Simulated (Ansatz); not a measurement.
This script for the Ansatz DFT code, driven from Python starts 3 runs on C2H4GeS, SMILES C1=[CH][GeH2][S]1. What input does the engine get in each?

The script, `methods_c2h4ges.py`:
```python
"""One geometry of C2H4GeS, method by method."""

import ansatz as az

geometry_ang = [
    ("C", (-0.8162, 0.8678, -0.5034)),
    ("C", (0.1718, 0.7996, 0.4011)),
    ("Ge", (0.4811, -1.0718, 0.1349)),
    ("S", (-0.3232, -0.4635, -1.6193)),
    ("H", (-1.5991, 1.6872, -0.6827)),
    ("H", (0.491, 1.4737, 1.2047)),
    ("H", (2.0466, -1.3993, -0.011)),
    ("H", (-0.3597, -1.9508, 1.0199)),
]
mol = az.Crystal.molecule()
for symbol, xyz in geometry_ang:
    mol = mol.atom(symbol, xyz)

base = mol.calculation().basis(gaussian="def2-SVP")

methods = ["mp2", "ccsd", "ccsd_t"]
reports = [base.correlation(m).run(threads=1, pin="off").report for m in methods]
print(f"Hartree-Fock reference {reports[0]['reference_energy_ev'] / 27.211386246:.6f} Ha")
best = reports[-1]["free_energy_ev"] - reports[-1]["reference_energy_ev"]
for method, each in zip(methods, reports):
    gained = each["free_energy_ev"] - each["reference_energy_ev"]
    print(f"{method:8s} total {each['free_energy_ev'] / 27.211386246:.6f} Ha  correlation {gained:9.4f} eV  ({100 * gained / best:.1f} % of the last)")
```

Run 1:
```yaml
crystal:
  periodic: [false, false, false]
  atoms:
    - { symbol: C, position_ang: [-0.8162, 0.8678, -0.5034] }
    - { symbol: C, position_ang: [0.1718, 0.7996, 0.4011] }
    - { symbol: Ge, position_ang: [0.4811, -1.0718, 0.1349] }
    - { symbol: S, position_ang: [-0.3232, -0.4635, -1.6193] }
    - { symbol: H, position_ang: [-1.5991, 1.6872, -0.6827] }
    - { symbol: H, position_ang: [0.491, 1.4737, 1.2047] }
    - { symbol: H, position_ang: [2.0466, -1.3993, -0.011] }
    - { symbol: H, position_ang: [-0.3597, -1.9508, 1.0199] }
basis:
  gaussian:
    orbitals: def2-SVP
correlation:
  method: mp2
```

Run 2, against run 1:
```diff
-  method: mp2
+  method: ccsd
```

Run 3, against run 1:
```diff
-  method: mp2
+  method: ccsd_t
```

```console
$ python methods_c2h4ges.py
Hartree-Fock reference -2550.421993 Ha
mp2      total -2551.044396 Ha  correlation  -16.9364 eV  (91.9 % of the last)
ccsd     total -2551.074594 Ha  correlation  -17.7582 eV  (96.3 % of the last)
ccsd_t   total -2551.099600 Ha  correlation  -18.4386 eV  (100.0 % of the last)
```

Reading the output:
- Total energies depend on the basis set; only differences at equal settings carry meaning.
- The geometry is a force-field or estimated start, not a minimum of this method, and the basis set is short of its limit. A lower total doesn't mark the better method: functionals have no common bound, and MP2 and coupled cluster aren't variational.
- Inner cores stay frozen; a filled d shell under the valence of the heavier atoms is correlated with it.
- Hardware and time: 24 s on 1 thread of Arm Neoverse V1, on a shared host, peak memory 0.42 GiB.
